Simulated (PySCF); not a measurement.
# C₂H₁₁AsBN: electronic excitations

Aim: predict the electronic excitations of C₂H₁₁AsBN (`CCN[BH2-][AsH3+]`).

Programs: PySCF 2.14.0, with density-fitted response routines of our own. Each step states its level of theory. These are calculated values for one molecule in the gas phase, unless marked as measured. Atoms count from 0, in the outputs and in this text.

**1. The starting structure**

16 atoms, charge 0, multiplicity 1; geometry from: GFN2-xTB.

Bonds of the start (Å): C0–C1 1.53, C1–N2 1.44, N2–B3 1.38, C0–H5 1.09, C0–H6 1.09, C0–H7 1.09, C1–H8 1.09, C1–H9 1.10, N2–H10 1.01, B3–H11 1.17, B3–H12 1.17, As4–H13 1.49, As4–H14 1.49, As4–H15 1.49.

The optimised geometry no longer has the bonds of the starting formula, so what follows describes that rearranged structure.

**2. TDDFT and polarisability: CAM-B3LYP/def2-SVPD**

Job settings and geometry (Å):

```
{"job": {"kind": "uv", "xc": "CAM-B3LYP", "basis": "def2-SVPD", "nstates": 8, "ntriplets": 3}, "charge": 0, "multiplicity": 1}
C     -2.155342     0.174149     0.009104
C     -0.919102    -0.720284     0.042780
N      0.109050    -0.230058    -0.844449
B      0.699166    -0.879586    -1.904207
As     1.644528     1.273929     1.742310
H     -2.927225    -0.221396     0.664113
H     -1.900420     1.180447     0.340992
H     -2.549938     0.230780    -1.002975
H     -1.179290    -1.735030    -0.263093
H     -0.533099    -0.758638     1.075560
H      0.345283     0.735238    -0.639685
H      1.506622    -0.310956    -2.535031
H      0.381155    -1.980631    -2.149954
H      2.221057    -0.101940     1.710765
H      2.605600     1.646505     2.824752
H      2.644358     1.706415     0.720058
```

Level: TDDFT CAM-B3LYP/def2-SVPD, vertical, gas phase, core orbitals frozen in the response.

Started as:

```
$ OMP_NUM_THREADS=1 python probes_run.py task.json out
```

This one command runs all jobs of the session in turn.

Predict these results of the whole session: lowest singlet (CAM-B3LYP/def2-SVPD); brightest single state of those computed; lowest triplet.

As calculated:

| quantity | value |
| --- | --- |
| lowest singlet (CAM-B3LYP/def2-SVPD) | 7.11 eV (174 nm), f = 0.092 |
| brightest single state of those computed | state 5, 7.42 eV, f = 0.261 |
| lowest triplet | 5.74 eV |

The structure rearranged or came apart on optimisation; the results belong to the end geometry, not to the formula as drawn. The lowest singlet, at 7.11 eV, is HOMO−1→LUMO 0.85 and is bright; of the 8 states computed, the strongest absorption comes from state 5 at 7.42 eV. The lowest triplet lies 1.37 eV below the lowest singlet (triplets in Tamm-Dancoff, singlets in full TDDFT).
